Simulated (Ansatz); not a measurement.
# InBi: squeezing one contact

The task here is to estimate one member of a computed series from the others.

Computed with Ansatz 0.2.0 (DFT PBEsol, with the methods named in each step, unless a step's input says otherwise).

2 further runs of the same task are left out: 1 that didn't finish, 1 set aside as unsound or not needed. Runs told in other sessions of the task aren't counted.

### The starting structure

The structure is cubic, space group F-43m (No. 216). Conventional cell: a = 6.767 Å, b = 6.767 Å, c = 6.767 Å, α = 90.00°, β = 90.00°, γ = 90.00°. In (site symmetry -43m) has 4 Bi at 2.93 Å in its first shell of neighbours. Bi (site symmetry -43m) has 4 In at 2.93 Å in its first shell of neighbours.

Coordinates:

```cif
data_structure
_symmetry_space_group_name_H-M 'P 1'
_symmetry_Int_Tables_number 1
_cell_length_a 4.7850
_cell_length_b 4.7850
_cell_length_c 4.7850
_cell_angle_alpha 60.000
_cell_angle_beta 60.000
_cell_angle_gamma 60.000
_cell_volume 77.47
loop_
_atom_site_label
_atom_site_type_symbol
_atom_site_fract_x
_atom_site_fract_y
_atom_site_fract_z
_atom_site_occupancy
In1 In 0.00000 0.00000 0.00000 1
Bi1 Bi 0.75000 0.75000 0.75000 1
```

Atoms are numbered in the order of the input: In1, Bi2.

Set-up of the first run:

input.yaml

```yaml
crystal:
  lattice:
    - [0.0, 3.38353831, 3.38353831]
    - [3.38353831, 0.0, 3.38353831]
    - [3.38353831, 3.38353831, 0.0]
  atoms:
    - { symbol: In, position: [0.0, 0.0, 0.0] }
    - { symbol: Bi, position: [0.75, 0.75, 0.75] }
kpoints:
  mp_grid: { grid: [8, 8, 8] }
scf:
  occupations: { method: fermi_dirac, width: 0.05 }
hamiltonian:
  xc: pbesol
  pseudopotentials: { kind: all_electron, lapw: { basis_error: 0.001 } }
output:
  forces: true
  stress: true
  eigenvalues: true
  populations: true
```

The run is started by

```
> ansatz run input.yaml --threads 1 --pin off --max-ram 2048MiB --backend cpu --events-out ev --progress --plain --runs-dir out
```

Among the steps run: The bond as given, LAPW; Shortest bond scaled by 1, crystal datasets; Shortest bond scaled by 1.1, LAPW; Shortest bond scaled by 1.1, crystal datasets; Shortest bond scaled by 0.88, LAPW; Shortest bond scaled by 0.7, LAPW; Shortest bond scaled by 0.7, crystal datasets; Shortest bond scaled by 0.64, LAPW.

One table of the session follows, with a row left open; its other results are not shown here.

```
             method  length (Å)  force along the bond (eV/Å)  pressure (GPa)  largest force (eV/Å)
               LAPW       1.875                       39.616           46.97                39.616
               LAPW       2.051                       21.197           24.75                21.197
               LAPW       2.579                        3.095            1.55                 3.095
               LAPW       2.930                        0.000           -0.66                 0.000
               LAPW       3.223                       -0.968            0.10                 0.968
                PAW       1.875                       39.590           46.87                39.590
                PAW       2.051                       21.261           24.82                21.261
                PAW       2.579                            ?               ?                     ?
                PAW       2.930                        0.000           -0.67                 0.000
                PAW       3.223                       -0.968            0.09                 0.968
PAW (cutoff 600 eV)       1.875                       39.521           46.78                39.522
   crystal datasets       2.051                       21.198           24.75                21.199
   crystal datasets       2.930                        0.000           -0.66                 0.000
   crystal datasets       3.223                       -0.968            0.10                 0.968
```

Estimate the missing values for PAW, 2.579.

As computed: force along the bond (eV/Å): 3.100; pressure (GPa): 1.54; largest force (eV/Å): 3.100. In the column «force along the bond (eV/Å)» it lies between LAPW, 2.579 (3.095) and LAPW, 2.051 (21.197).

Limits of these values: Rows by PAW come from runs of the same series that aren't printed here. Warnings in the runs' records: crystal datasets made, gradients without spin orbit.
